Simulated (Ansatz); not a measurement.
**C2H7NSi (SMILES NC1C[SiH2]1): B3LYP/6-31G(d) (Cartesian functions)**

Aim: the energy change on altering one bond length of C2H7NSi at B3LYP/6-31G* (Cartesian functions), from 2 runs. 

The results are computed with Ansatz 0.2.0.

61 further runs of the same task are left out: 61 set aside as unsound or not needed.

### 1 The system as given

The species is C2H7NSi (11 atoms), meant as a singlet with charge 0. SMILES: `NC1C[SiH2]1`. The coordinates come from a PBE0-D4/def2-TZVP relaxation. This is one conformer, not always the lowest.

Bond lengths: N1–C2 1.437 Å, C2–C3 1.539 Å, C2–Si4 1.862 Å, C3–Si4 1.848 Å, N1–H5 1.011 Å, N1–H6 1.014 Å, C2–H7 1.094 Å, C3–H8 1.085 Å, C3–H9 1.086 Å, Si4–H10 1.479 Å, Si4–H11 1.476 Å. Some angles: N1–C2–C3 114.5°, N1–C2–Si4 118.4°, C3–C2–Si4 65.0°, C2–C3–Si4 65.9°, C2–Si4–C3 49.0°, N1–C2–H7 118.0°, C3–C2–H7 113.0°, Si4–C2–H7 116.4°, C2–N1–H5 111.6°, C2–N1–H6 111.3°.

### 2 The energy at B3LYP/6-31G(d) (Cartesian functions)

Contents of input.yaml:

```yaml
crystal:
  periodic: [false, false, false]
  atoms:
    - {symbol: N, position_ang: [-1.337200, 0.826100, -0.314200]}
    - {symbol: C, position_ang: [0.048100, 0.587400, -0.015100]}
    - {symbol: C, position_ang: [0.296100, -0.519700, 1.025200]}
    - {symbol: Si, position_ang: [0.845000, -0.955900, -0.685100]}
    - {symbol: H, position_ang: [-1.450400, 1.288300, -1.206000]}
    - {symbol: H, position_ang: [-1.774000, 1.401500, 0.397500]}
    - {symbol: H, position_ang: [0.701400, 1.454200, 0.118600]}
    - {symbol: H, position_ang: [1.025100, -0.311700, 1.801300]}
    - {symbol: H, position_ang: [-0.607900, -0.997000, 1.390600]}
    - {symbol: H, position_ang: [2.288700, -0.939900, -1.005500]}
    - {symbol: H, position_ang: [0.030300, -1.890100, -1.486800]}
basis:
  gaussian: {orbitals: "6-31G*"}
hamiltonian: {xc: {name: B3LYP}}
accuracy: high
output: {orbitals: {seedname: orbitals}}
```

The run is started by

```sh
$ ansatz run input.yaml --threads 1 --pin off --max-ram 3480MiB --events-out events.jsonl --progress --plain --runs-dir runs
```

The program printed:

```text
Warning: RAYON_NUM_THREADS=1 ignored (pool sized by the plan → 1); use --threads N
Functional definition: B3LYP
  name "B3LYP"
  parameter a0 = 0.2
  parameter ax = 0.72
  parameter ac = 0.81
  exchange = (1 - a0 - ax)*slater_x + ax*b88_x + a0*exact_x
  correlation = (1 - ac)*vwn_rpa_c + ac*lyp_c
1876 factors; integrals over basis functions are off by at most 3.9e-9 eV
mean field evaluation 1: about -11545.1511 eV, gradient 6.2e1 eV
mean field evaluation 2: about -11531.8957 eV, gradient 9.3e1 eV
mean field evaluation 4: about -11554.0016 eV, gradient 4.4e0 eV
mean field evaluation 8: about -11554.2143 eV, gradient 1.5e-1 eV
mean field evaluation 16: about -11554.2143 eV, gradient 3.6e-5 eV
mean field -11554.21433776 eV, -424.6095451849 hartree, gradient 9.4e-8 eV, S^2 0.000000; 0 other end points of the search recorded, 0 dependent functions left out
reference -11554.21437648 eV, -424.6095466078 hartree; 20, 20 occupied and 58, 58 virtual orbitals, 1876 factors
Total energy: -11554.21437648 eV, -424.6095466078 hartree
```

Wall time 6.6 s (1 thread of Arm Neoverse V2, shared host); peak memory 0.26 GiB.

### 3 The distorted shape at the same level

Contents of molecule.yaml:

```yaml
crystal:
  periodic: [false, false, false]
  atoms:
    - {symbol: N, position_ang: [-1.533181, 0.566071, -0.354308]}
    - {symbol: C, position_ang: [-0.147881, 0.327371, -0.055208]}
    - {symbol: C, position_ang: [0.100119, -0.779729, 0.985092]}
    - {symbol: Si, position_ang: [0.649019, -1.215929, -0.725208]}
    - {symbol: H, position_ang: [-1.646381, 1.028271, -1.246108]}
    - {symbol: H, position_ang: [-1.969981, 1.141471, 0.357392]}
    - {symbol: H, position_ang: [0.701400, 1.454200, 0.118600]}
    - {symbol: H, position_ang: [0.829119, -0.571729, 1.761192]}
    - {symbol: H, position_ang: [-0.803881, -1.257029, 1.350492]}
    - {symbol: H, position_ang: [2.092719, -1.199929, -1.045608]}
    - {symbol: H, position_ang: [-0.165681, -2.150129, -1.526908]}
basis:
  gaussian:
    orbitals: "6-31G*"
total_charge: 0
magnetization:
  spin_polarized: false
  initial_magnetization: 0
hamiltonian:
  xc: {name: B3LYP}
accuracy: high
output: {orbitals: {seedname: orbitals}}
```

The run is started by

```sh
$ ansatz run molecule.yaml --threads 1 --pin off --max-ram 3480MiB --events-out events.jsonl --progress --plain --runs-dir runs
```

The program printed:

```text
Warning: RAYON_NUM_THREADS=1 ignored (pool sized by the plan → 1); use --threads N
Functional definition: B3LYP
  name "B3LYP"
  parameter a0 = 0.2
  parameter ax = 0.72
  parameter ac = 0.81
  exchange = (1 - a0 - ax)*slater_x + ax*b88_x + a0*exact_x
  correlation = (1 - ac)*vwn_rpa_c + ac*lyp_c
1881 factors; integrals over basis functions are off by at most 3.9e-9 eV
mean field evaluation 1: about -11544.2160 eV, gradient 6.2e1 eV
mean field evaluation 2: about -11529.2712 eV, gradient 9.5e1 eV
mean field evaluation 4: about -11553.1001 eV, gradient 5.3e0 eV
mean field evaluation 8: about -11553.3247 eV, gradient 1.6e-1 eV
mean field evaluation 16: about -11553.3248 eV, gradient 5.8e-5 eV
mean field -11553.32478477 eV, -424.5768547154 hartree, gradient 3.8e-8 eV, S^2 0.000000; 0 other end points of the search recorded, 0 dependent functions left out
reference -11553.32482473 eV, -424.5768561839 hartree; 20, 20 occupied and 58, 58 virtual orbitals, 1881 factors
Total energy: -11553.32482473 eV, -424.5768561839 hartree
```

Run time: 6.9 s. Hardware: 1 thread of Arm Neoverse V2, shared host; peak memory 0.26 GiB.

### 4 Results

At B3LYP/6-31G* (Cartesian functions):

| quantity | value |
| --- | --- |
| first shape: total energy | -424.60955 Eh |
| first shape: HOMO energy | -5.86 eV |
| first shape: LUMO energy | 0.62 eV |
| first shape: HOMO–LUMO gap | 6.48 eV |
| distorted shape: total energy | -424.57686 Eh |
| distorted shape: HOMO energy | -5.91 eV |
| distorted shape: LUMO energy | 0.41 eV |
| distorted shape: HOMO–LUMO gap | 6.32 eV |
| energy change with the C2–H7 bond stretched from 1.094 to 1.422 Å | 0.890 eV |

What this shows: With the C2–H7 bond stretched from 1.094 to 1.422 Å the energy rises by 0.89 eV (85.8 kJ/mol). The first shape isn't relaxed at this level, so the change isn't measured from a minimum.
